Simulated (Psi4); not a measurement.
**revPBE/cc-pVDZ run of BSiN2H5 (SMILES N[SiH]1BN1)**

What is the energy change on altering one bond length of BSiN2H5 at revPBE/cc-pVDZ? 

The calculation is run with Psi4 1.11.

1 further run of the same task is left out (set aside as unsound or not needed). Runs told in other sessions of the task aren't counted.

## 1. Starting point

BSiN2H5: 9 atoms, total charge 0, spin state singlet. SMILES: `N[SiH]1BN1`. The coordinates come from a PBE0-D4/def2-TZVP relaxation. This is one conformer, not always the lowest.

Bond lengths: N1–Si2 1.702 Å, Si2–B3 1.914 Å, Si2–N4 1.755 Å, B3–N4 1.389 Å, N1–H5 1.006 Å, N1–H6 1.005 Å, Si2–H7 1.482 Å, B3–H8 1.190 Å, N4–H9 1.011 Å. Some angles: N1–Si2–B3 127.2°, N1–Si2–N4 121.8°, B3–Si2–N4 44.2°, Si2–B3–N4 61.8°, Si2–N4–B3 74.0°, N1–Si2–H7 105.5°, B3–Si2–H7 127.1°, N4–Si2–H7 113.4°, Si2–N1–H5 122.6°, Si2–N1–H6 123.2°.

## 2. Energy and gradient at revPBE/cc-pVDZ

Input file bh5n2si.json:

```json
{
  "schema_name": "qcschema_input",
  "schema_version": 1,
  "molecule": {
    "schema_name": "qcschema_molecule",
    "schema_version": 2,
    "symbols": ["N", "Si", "B", "N", "H", "H", "H", "H", "H"],
    "geometry": [-1.20526732, 3.00107406, 0.41233824, 0.48925009, 0.33164693, 1.00249971, -0.44200694, -3.07231673, 0.20824782, 1.22926684, -1.8360579, -1.39537377, -0.41819639, 4.73055141, 0.40232269, -2.95137426, 2.98066502, -0.33504844, 2.72347329, 1.17333095, 2.46647054, -1.40085398, -5.10679588, 0.21618467, 2.14294943, -2.28959217, -3.01014474],
    "molecular_charge": 0,
    "molecular_multiplicity": 1,
    "fix_symmetry": "c1",
    "fix_com": true,
    "fix_orientation": true
  },
  "driver": "gradient",
  "model": {
    "method": "revpbe",
    "basis": "cc-pVDZ"
  },
  "keywords": {
    "reference": "rks",
    "puream": true,
    "e_convergence": 1e-09,
    "d_convergence": 1e-08,
    "scf_type": "pk",
    "dft_radial_points": 99,
    "dft_spherical_points": 590,
    "scf_properties": ["LOWDIN_CHARGES", "MULLIKEN_CHARGES", "MAYER_INDICES"]
  }
}
```

The run is started by

```bash
$ psi4 --qcschema bh5n2si.json -n 1 --memory 2200MB
```

stdout, shortened:

```text
[...]
  Running in c1 symmetry.
[...]
  Nuclear repulsion =  149.962674471596983
[...]
  Multiplicity = 1
[...]
  Nalpha       = 19
  Nbeta        = 19
[...]
    Number of basis functions: 85
[...]
   @RKS iter   1:  -426.19776456157564    1.88230e-01   1.29778e-02 DIIS/ADIIS
[...]
   @RKS iter  13:  -426.77272823316042   -1.81899e-12   2.59865e-09 DIIS
[...]
    Orbital Energies [Eh]
    ---------------------
    Doubly Occupied:
       1A    -65.443996     2A    -14.000330     3A    -13.988431
       4A     -6.511083     5A     -5.063137     6A     -3.471087
       7A     -3.468835     8A     -3.466863     9A     -0.787119
      10A     -0.765351    11A     -0.519974    12A     -0.447372
      13A     -0.433752    14A     -0.376714    15A     -0.334007
      16A     -0.294257    17A     -0.258878    18A     -0.230947
      19A     -0.189800
[...]
  @RKS Final Energy:  -426.77272823316042
   => Energetics <=
    Nuclear Repulsion Energy =            149.9626744715969835
    One-Electron Energy =                -884.2056639905836164
    Two-Electron Energy =                 348.1270789551878124
    DFT Exchange-Correlation Energy =     -40.6568176693616081
    Empirical Dispersion Energy =           0.0000000000000000
    VV10 Nonlocal Energy =                  0.0000000000000000
    Total Energy =                       -426.7727282331604215
[...]
 Multipole Moments:
 ------------------------------------------------------------------------------------
     Multipole            Electronic (a.u.)      Nuclear  (a.u.)        Total (a.u.)
 ------------------------------------------------------------------------------------
 L = 1.  Multiply by 2.5417464519 to convert [e a0] to [Debye]
 Dipole X            :         -4.8469977            4.9034613            0.0564636
 Dipole Y            :          1.6995046           -1.0752542            0.6242504
 Dipole Z            :         -8.5751093            7.9347710           -0.6403382
 Magnitude           :                                                    0.8960523
[...]
  Mulliken Charges: (a.u.)
   Center  Symbol    Alpha    Beta     Spin     Total
       1     N     3.59763  3.59763  0.00000 -0.19525
       2    SI     6.90269  6.90269  0.00000  0.19462
       3     B     2.55121  2.55121  0.00000 -0.10243
       4     N     3.51352  3.51352  0.00000 -0.02705
       5     H     0.45845  0.45845  0.00000  0.08309
       6     H     0.45864  0.45864  0.00000  0.08272
       7     H     0.53457  0.53457  0.00000 -0.06914
       8     H     0.50379  0.50379  0.00000 -0.00758
       9     H     0.47950  0.47950  0.00000  0.04100
   Total alpha = 19.00000, Total beta = 19.00000, Total charge = -0.00000
[...]
  -Total Gradient:
     Atom            X                  Y                   Z
    ------   -----------------  -----------------  -----------------
       1        0.005517129606    -0.007334764998    -0.002255457351
       2       -0.001447075486    -0.002245502704    -0.021170072879
       3        0.005975161492     0.007124733280    -0.004199513376
       4       -0.007126247269     0.006494958511     0.013514911553
       5       -0.005419123216    -0.012932726135     0.001028502979
       6        0.012717512593    -0.000435728656     0.005590736838
       7       -0.007303549254    -0.002806215792    -0.004713318934
       8        0.003965018255     0.007795334701    -0.000525119729
       9       -0.006869544001     0.004338818872     0.012735465116
[...]
```

Run time: 31 s. Hardware: 1 thread of Intel Xeon Platinum 8488C (Sapphire Rapids), shared host; peak memory 1.5 GiB.

## 3. The distorted shape: the energy at revPBE/cc-pVDZ

Input file bh5n2si.xyz:

```xyz
9
BH5N2Si
N     -1.086148     2.294396     0.062051
Si     0.258900     0.175500     0.530500
B     -0.233900    -1.625800     0.110200
N      0.650500    -0.971600    -0.738400
H     -0.669648     3.209596     0.056751
H     -2.010148     2.283596    -0.333449
H      1.441200     0.620900     1.305200
H     -0.741300    -2.702400     0.114400
H      1.134000    -1.211600    -1.592900
```

Input file calc.py:

```python
import psi4

psi4.set_memory('2200 MB')
psi4.set_num_threads(1)
psi4.set_output_file('psi4.out', False)

with open('bh5n2si.xyz') as f:
    atoms = ''.join(f.readlines()[2:])
mol = psi4.geometry('0 1\n' + atoms + 'symmetry c1\nno_reorient\nno_com')

options = {'basis': 'cc-pVDZ', 'puream': True, 'e_convergence': 1e-09, 'd_convergence': 1e-08, 'scf_type': 'pk', 'dft_radial_points': 99, 'dft_spherical_points': 590}
psi4.set_options(options)

e_tot, wfn = psi4.energy('revpbe', molecule=mol, return_wfn=True)
psi4.oeprop(wfn, 'MULLIKEN_CHARGES', 'MAYER_INDICES', 'WIBERG_LOWDIN_INDICES')
print('E =', round(e_tot, 9))
```

The run is started by

```bash
$ python calc.py
```

psi4.out, shortened:

```text
[...]
  Running in c1 symmetry.
[...]
  Nuclear repulsion =  134.061429513028173
[...]
  Multiplicity = 1
[...]
  Nalpha       = 19
  Nbeta        = 19
[...]
    Number of basis functions: 85
[...]
   @RKS iter   1:  -426.00151805693667    2.00864e-02   1.36586e-02 ADIIS/DIIS
[...]
   @RKS iter  15:  -426.66973061658439   -6.25278e-13   3.54910e-09 DIIS
[...]
  @RKS Final Energy:  -426.66973061658439
   => Energetics <=
    Nuclear Repulsion Energy =            134.0614295130281732
    One-Electron Energy =                -852.0217643613440259
    Two-Electron Energy =                 331.7822682459581074
    DFT Exchange-Correlation Energy =     -40.4916640142266644
    Empirical Dispersion Energy =           0.0000000000000000
    VV10 Nonlocal Energy =                  0.0000000000000000
    Total Energy =                       -426.6697306165843884
[...]
 Multipole Moments:
 ------------------------------------------------------------------------------------
     Multipole            Electronic (a.u.)      Nuclear  (a.u.)        Total (a.u.)
 ------------------------------------------------------------------------------------
 L = 1.  Multiply by 2.5417464519 to convert [e a0] to [Debye]
 Dipole X            :          3.3806437           -2.7218330            0.6588107
 Dipole Y            :        -11.5017618           10.9370999           -0.5646619
 Dipole Z            :         -5.8049128            5.2790614           -0.5258514
 Magnitude           :                                                    1.0145907
[...]
  Mulliken Charges: (a.u.)
   Center  Symbol    Alpha    Beta     Spin     Total
       1     N     3.69307  3.69307  0.00000 -0.38615
       2    SI     6.88114  6.88114  0.00000  0.23772
       3     B     2.52334  2.52334  0.00000 -0.04667
       4     N     3.50546  3.50546  0.00000 -0.01092
       5     H     0.46181  0.46181  0.00000  0.07638
       6     H     0.46208  0.46208  0.00000  0.07584
       7     H     0.50841  0.50841  0.00000 -0.01682
       8     H     0.49653  0.49653  0.00000  0.00695
       9     H     0.46816  0.46816  0.00000  0.06367
   Total alpha = 19.00000, Total beta = 19.00000, Total charge =  0.00000
[...]
```

Standard output:

```text
E = -426.669730617
```

Run time: 21 s. Hardware: 1 thread of Intel Xeon Platinum 8488C (Sapphire Rapids), shared host; peak memory 1.4 GiB.

## 4. Results

Level: revPBE/cc-pVDZ.

| quantity | value |
| --- | --- |
| first shape: total energy | -426.77273 Eh |
| first shape: dipole moment | 2.28 D |
| first shape: HOMO energy | -5.16 eV |
| first shape: LUMO energy | -0.74 eV |
| first shape: HOMO–LUMO gap | 4.43 eV |
| first shape: largest force on an atom | 1.097 eV/Å |
| distorted shape: total energy | -426.66973 Eh |
| distorted shape: dipole moment | 2.58 D |
| distorted shape: HOMO energy | -3.65 eV |
| distorted shape: LUMO energy | -2.33 eV |
| distorted shape: HOMO–LUMO gap | 1.31 eV |
| energy change with the N1–Si2 bond stretched from 1.702 to 2.553 Å | 2.803 eV |

**Reading.** With the N1–Si2 bond stretched from 1.702 to 2.553 Å the energy rises by 2.80 eV (270 kJ/mol). The first shape isn't relaxed at this level, so the change isn't measured from a minimum. The largest force (first shape) is 1.10 eV/Å: the shape isn't a stationary point for this species at this level. Mulliken charges (first shape) run from -0.20 on N1 to +0.19 on Si2; they depend strongly on the basis.
